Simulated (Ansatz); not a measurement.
## CaYAlO4, space group I4mm: a breakdown of dispersion, smearing and cutoff terms, step by step

Computed with Ansatz 0.2.0 through its Python package.

Input file `cayalo4.cif`:
```cif
data_CaYAlO4
_cell_length_a 6.489291
_cell_length_b 6.489291
_cell_length_c 6.489291
_cell_angle_alpha 147.03400
_cell_angle_beta 147.03400
_cell_angle_gamma 47.31344
_symmetry_space_group_name_H-M 'P 1'
_symmetry_Int_Tables_number 1
loop_
_symmetry_equiv_pos_as_xyz
'x, y, z'
loop_
_atom_site_label
_atom_site_type_symbol
_atom_site_fract_x
_atom_site_fract_y
_atom_site_fract_z
Ca1 Ca    0.643759    0.643759    0.000000
Y2 Y    0.358609    0.358609    0.000000
Al3 Al    0.005330    0.005330    0.000000
O4 O    0.832695    0.832695    0.000000
O5 O    0.170188    0.170188    0.000000
O6 O    0.994709    0.494709    0.500000
O7 O    0.494709    0.994709    0.500000
```

Notebook, run cell by cell (the value of a cell's last expression is shown):

In [1]:
```python
import ansatz
from ase.io import read
```

In [2]:
```python
params = {
    "kgrid": (8, 8, 8),
}

atoms = read("cayalo4.cif")
cell = ansatz.Crystal.from_ase(atoms)
```

In [3]:
```python
[site.symbol for site in cell.resolved().sites]
```
Out [3]:
```text
['Ca', 'Y', 'Al', 'O', 'O', 'O', 'O']
```

In [4]:
```python
base = cell.calculation()
base = base.kpoints(*params["kgrid"]).occupations(ansatz.OccupationsMethod.FIXED)
with_term = base.functional("pbesol", dispersion="d4").basis(420).cutoff_correction(570).run().report
without = base.functional("pbesol").basis(420).run().report
finer = base.functional("pbesol").basis(570).run().report
removed = ansatz.free_energy_without(with_term, ansatz.EnergyTerm.DISPERSION)
print(f"dispersion term            {with_term['components']['e_disp']:.5f} eV")
print(f"F less dispersion          {removed:.5f} eV, run without it {without['free_energy_ev']:.5f} eV")
print(f"F less smearing term       {ansatz.free_energy_without(without, ansatz.EnergyTerm.SMEARING):.5f} eV")
print(f"estimated gain to 570 eV   {with_term['cutoff_correction']['energy_ev']:.5f} eV, found {finer['free_energy_ev'] - without['free_energy_ev']:.5f} eV")
```
```text
dispersion term            -0.88951 eV
F less dispersion          -8369.49630 eV, run without it -8369.49630 eV
F less smearing term       -8369.49630 eV
estimated gain to 570 eV   -0.02482 eV, found -0.02461 eV
```

Total energies depend on the potentials; only differences at equal settings carry meaning. A total without «per atom» is that of the whole cell that was run. No spin polarisation was allowed. This cell is a computed structure, which may not be the phase found in nature. Run time: 43 s on 1 thread of Arm Neoverse V1, with other jobs on the host, peak memory 0.57 GiB.
